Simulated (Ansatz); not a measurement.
**AlAsH₃ (quartet): the correlation ladder, cc-pVTZ**

One table from this session's results is given with a row withheld; the runs are named, their logs left out.

Computed with Ansatz 0.2.0, Gaussian basis. Level: cc-pVTZ, core rule «outside noble gas», up to 19 orbitals frozen.

To be run: UHF; CCSD(T) on ROHF; CCSD(T) on UHF; BCCD(T) on ROHF; CCSDT(Q) on ROHF; CCSDT(Q) on UHF.

9 further runs of the same task are left out: 4 for a known fault of the program, 5 set aside as unsound or not needed.

### The geometry

The geometry is a PBE0/def2-TZVP stationary point (not a proven minimum) of the parent state, kept for this charge and spin. No spin-orbit coupling is included. The filled d shell of As may be among the frozen orbitals whatever the setting's name suggests; the logs give the count.

5 atoms, charge 0, spin multiplicity 4.

Atoms are counted from 1 here; the program's logs count them from 0.

Bond lengths: Al1–As2 2.440 Å, Al1–H3 1.587 Å, Al1–H4 1.587 Å, As2–H5 1.528 Å. Angles: As2–Al1–H3 121.9°, As2–Al1–H4 117.9°, H3–Al1–H4 120.2°, Al1–As2–H5 91.0°.

As a file:

```xyz
5
charge 0, multiplicity 4
Al    0.00000    0.02046    1.75077
As    0.00000   -0.02776   -0.68884
H     0.00000    1.38379    2.56313
H     0.00000   -1.36780    2.51990
H     0.00000    1.49947   -0.74675
```

Set-up of the first run:

in.yaml

```yaml
crystal:
  periodic: [false, false, false]
  atoms:
    - {symbol: Al, position_ang: [0.000000, 0.020463, 1.750773]}
    - {symbol: As, position_ang: [0.000000, -0.027757, -0.688843]}
    - {symbol: H, position_ang: [0.000000, 1.383794, 2.563130]}
    - {symbol: H, position_ang: [0.000000, -1.367803, 2.519896]}
    - {symbol: H, position_ang: [0.000000, 1.499472, -0.746751]}
basis:
  gaussian: {orbitals: cc-pVTZ}
magnetization: {spin_polarized: true, initial_magnetization: 3}
hamiltonian: {xc: hf}
output: {orbitals: {seedname: orbitals}}
```

Run with:

```console
> ansatz run in.yaml --threads 1 --pin off --events-out ev --progress --plain --max-ram 4096MiB --backend cpu
```

Steps of the session up to this table: UHF; CCSD(T) on ROHF; CCSD(T) on UHF; BCCD(T) on ROHF; CCSDT(Q) on ROHF; CCSDT(Q) on UHF.

One table of the session follows, with a row left open; its other results are not shown here.

It belongs to the step «Misses and costs». 

| method | from UCCSDT(Q) (kJ/mol) |
| --- | --- |
| ROHF | +630.9 |
| UHF | +608.4 |
| RMP2 | ? |
| UMP2 | +133.2 |
| RCCSD | +27.8 |
| UCCSD | +26.3 |
| RCCSD(T) | +6.2 |
| UCCSD(T) | +5.4 |
| BCCD(T) | +6.2 |
| RCCSDT | +1.9 |
| UCCSDT | +0.9 |
| RCCSDT(Q) | +1.0 |
| UCCSDT(Q) | 0 |

Q: Estimate the row for RMP2 from the others.

As computed: from UCCSDT(Q) (kJ/mol): +129.1. In the column «from UCCSDT(Q) (kJ/mol)» it lies between RCCSD (+27.8) and UMP2 (+133.2).

To keep in mind: Restricted and unrestricted rows rest on different reference determinants; where their highest levels disagree by more than a few hundredths of an eV, they describe different states and don't form one ladder.
